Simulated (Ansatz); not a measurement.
# HfC (quintet): wave-function methods side by side, def2-SVP

How much of the correlation energy of HfC (quintet) does each wave-function method recover here?

Program: Ansatz 0.2.0, Gaussian basis. Level of theory: def2-SVP, core rule «outside noble gas», up to 5 orbitals frozen. These are calculated values, not measurements.

Plan: UHF; CCSD(T) on ROHF; CCSD(T) on UHF; CISD; CCSDT(Q) on ROHF; CCSDT(Q) on UHF; CCSDTQ on ROHF.

13 further runs of the same task are left out: 9 for a known fault of the program, 1 that didn't finish, 3 set aside as unsound or not needed.

**1. The geometry**

The geometry is a PBE0/def2-TZVP stationary point (not a proven minimum). No spin-orbit coupling is included. Elements past krypton take def2 core potentials.

2 atoms, charge 0, spin multiplicity 5.

Atoms are counted from 1 here; the program's logs count them from 0.

Bond lengths: Hf1–C2 2.091 Å.

**2. UHF**

in.yaml

```yaml
crystal:
  periodic: [false, false, false]
  atoms:
    - {symbol: Hf, position_ang: [0.000000, 0.000000, 0.000000]}
    - {symbol: C, position_ang: [0.000000, 0.000000, 2.090600]}
basis:
  gaussian: {orbitals: def2-SVP}
magnetization: {spin_polarized: true, initial_magnetization: 4}
hamiltonian: {xc: hf}
output: {orbitals: {seedname: orbitals}}
```

Command:

```sh
$ ansatz run in.yaml --threads 1 --pin off --events-out ev --progress --plain --max-ram 2816MiB --backend cpu
```

The runs that follow: CCSD(T) on ROHF; CCSD(T) on UHF; CISD; CCSDT(Q) on ROHF; CCSDT(Q) on UHF; CCSDTQ on ROHF.

Before running them: what should the planned runs give, taken together? Wanted: RCCSDTQ below the RHF energy; RMP2 from RCCSDTQ; RCCSD from RCCSDTQ; RCCSD(T) from RCCSDTQ; RCCSDT(Q) from RCCSDTQ; T1 diagnostic.

**Answer**, as computed:

```
                         quantity              value
     RCCSDTQ below the RHF energy         -4.2738 eV
                RMP2 from RCCSDTQ        +1243.5 meV
               RCCSD from RCCSDTQ         +276.6 meV
            RCCSD(T) from RCCSDTQ          +79.4 meV
           RCCSDT(Q) from RCCSDTQ           -7.7 meV
levels within 1 kcal/mol (43 meV)  RCCSDT, RCCSDT(Q)
                    T1 diagnostic              0.147
```

What this shows: RCCSD(T) lands +79.4 meV from the yardstick (1.9 % of the correlation energy). These misses are within one basis, not against nature.
